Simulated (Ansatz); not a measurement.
Crystal: NiMoIrPdW.

```xyz
5
Lattice="-1.3700 1.3700 9.7165 1.3700 -1.3700 9.7165 1.3700 1.3700 -9.7165" Properties=species:S:1:pos:R:3 pbc="T T T"
Ni    0.0000    0.0000    3.8598
Mo    0.0000    0.0000   11.8389
Pd    0.0000    0.0000   15.4123
Ir    0.0000    0.0000    7.7623
W     0.0000    0.0000   19.3484
```

The cell was built by a generator and needn't be a form met in nature.

```yaml
Program: Ansatz 0.2.0
Task: relaxation of cell and atoms
Functional: PBE
Dispersion: D4
Potentials_or_basis: Ansatz PAW
Cutoff: "420 eV (not typed: the program's choice for these potentials)"
k_mesh: 10 × 10 × 10
Occupations: fermi-dirac, width 0.05 eV
Spin: collinear spin, ferromagnetic start
Starting_moments: "[1.0, 1.0, 0.0, 0.6, 0.0] μB"
```

At the start: volume 14.59 Å³/atom.

Where does the relaxation end?

It ends after 5 steps and the volume is 14.20 Å³/atom (-2.6 %); space group I4mm (No. 107, to 0.05 Å); moment 0.00 μB per cell.

The path:
| step | energy change (eV) | largest force (eV/Å) | volume (Å³) |
| --- | --- | --- | --- |
| 1 | 0.0000 | 0.1037 | 72.95 |
| 2 | -0.0401 | 0.0599 | 71.27 |
| 3 | -0.0411 | 0.0215 | 71.02 |
| 4 | -0.0411 | 0.0065 | 71.02 |
| 5 | -0.0403 | 0.0066 | 71.02 |

Final structure:
```
CELL_PARAMETERS angstrom
-1.35639 1.35639 9.65105
1.35639 -1.35639 9.65105
1.35639 1.35639 -9.65105
ATOMIC_POSITIONS crystal
Ni 0.19897 0.19897 0.00000
Mo 0.60949 0.60949 0.00000
Pd 0.79312 0.79312 0.00000
Ir 0.39855 0.39855 0.00000
W 0.99591 0.99591 0.00000
```

Caveat: the plane-wave basis is chosen anew once the cell has moved, so the energies of steps on either side of that aren't comparable; pairwise dispersion overbinds metals, which lowers pressure and volume; the starting moments weren't kept.
